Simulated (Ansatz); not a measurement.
## Mg₂ZnO₃, space group P-3m1: a scan of one input key, step by step

Program: the Ansatz DFT code, driven from Python.

Typed at the interpreter:
```pycon
>>> import ansatz as az
>>> from pymatgen.core import Lattice, Structure
>>> from pymatgen.io.ase import AseAtomsAdaptor
>>> FILLING = "fixed"
>>> KMESH = (6, 6, 3)
>>> CUTOFF = 320
>>> pmg_structure = Structure(
...     Lattice([(3.03299859, 0.0, 0.0), (-1.5164993, 2.62665383, 0.0), (0.0, 0.0, 7.403316)]),
...     ["Mg", "Mg", "Zn", "O", "O", "O"],
...     [
...         (1 / 3, 2 / 3, 0.6658),
...         (2 / 3, 1 / 3, 0.3342),
...         (0.0, 0.0, 0.0),
...         (1 / 3, 2 / 3, 0.172619),
...         (2 / 3, 1 / 3, 0.827381),
...         (0.0, 0.0, 0.5),
...     ],
... )
>>> crystal = az.Crystal.from_ase(AseAtomsAdaptor.get_atoms(pmg_structure))
>>> crystal.resolved().sites[-1]
Site(symbol='O', position=(0.0, 0.0, 0.5), moment=None, axis=None, held=None, saved=None)
>>> model = (
...     crystal.calculation()
...     .occupations(FILLING)
...     .kpoints(*KMESH, shift=0.5)
...     .basis(CUTOFF, xc_grid=2)
...     .functional(az.Functional.LDA)
...     .accuracy("low")
...     .band_table()
... )
>>> typed = model.input()
>>> rows = []
>>> for value in [1, 2, 3]:
...     edited = typed.set(az.key.basis.xc_grid, value)
...     rep = az.Session.from_dict(edited).plan().execute().report
...     rows.append((value, rep["free_energy_ev"], rep["n_iterations"], len(rep["eigenvalues_ev"][0]) if "eigenvalues_ev" in rep else 0))
...
DeckWarning: basis.ecutwfc = 320 eV is below the records' recommended 420 eV, and the density's cutoff is lower with it unless basis.ecutrho_ratio is high enough to keep the records' density cutoff: compare with a run at a higher cutoff
DeckWarning: crystal.symmetry: narrowed to the stabiliser of the k-point mesh — unitary ops 12 → 4; excluded 8 operations that carry a point of the 6×6×3 mesh (shift [0.5, 0.5, 0.5]) off the mesh [...]
>>> print("       xc grid            F eV      iterations    bands listed")
       xc grid            F eV      iterations    bands listed
>>> for row in rows:
...     print(f"{str(row[0]):>14s}  {row[1]:14.5f}  {row[2]:14d}  {row[3]:14d}")
...
             1     -8720.82335               8              30
             2     -8720.82335               8              30
             3     -8720.82336               8              30
>>> print(edited.to_yaml())
crystal:
  lattice:
    - [3.03299859, 0.0, 0.0]
    - [-1.5164993, 2.62665383, 0.0]
    - [0.0, 0.0, 7.403316]
  atoms:
    - { symbol: Mg, position: [0.3333333333333333, 0.6666666666666666, 0.6658] }
    - { symbol: Mg, position: [0.6666666666666665, 0.3333333333333333, 0.3342] }
    - { symbol: Zn, position: [0.0, 0.0, 0.0] }
    - { symbol: O, position: [0.3333333333333333, 0.6666666666666666, 0.172619] }
    - { symbol: O, position: [0.6666666666666665, 0.3333333333333333, 0.827381] }
    - { symbol: O, position: [0.0, 0.0, 0.5] }
accuracy: low
basis:
  ecutwfc: 320.0
  xc_grid: 3
kpoints:
  mp_grid:
    grid: [6, 6, 3]
    shift: [0.5, 0.5, 0.5]
hamiltonian:
  xc: lda
scf:
  occupations:
    method: fixed
output:
  eigenvalues: true
```

These settings explore the input space; cutoff and mesh may be short of convergence. The cutoff lies under the one recommended for these potentials. The structure comes from a database of computed cells and needn't be a stable or known phase. Warnings are shown shortened and without file and line. Timing: 7.1 s on 1 thread of Arm Neoverse V1, with other jobs on the host, peak memory 0.45 GiB.

(Lines on the test bed's own set-up are left out of the output.)
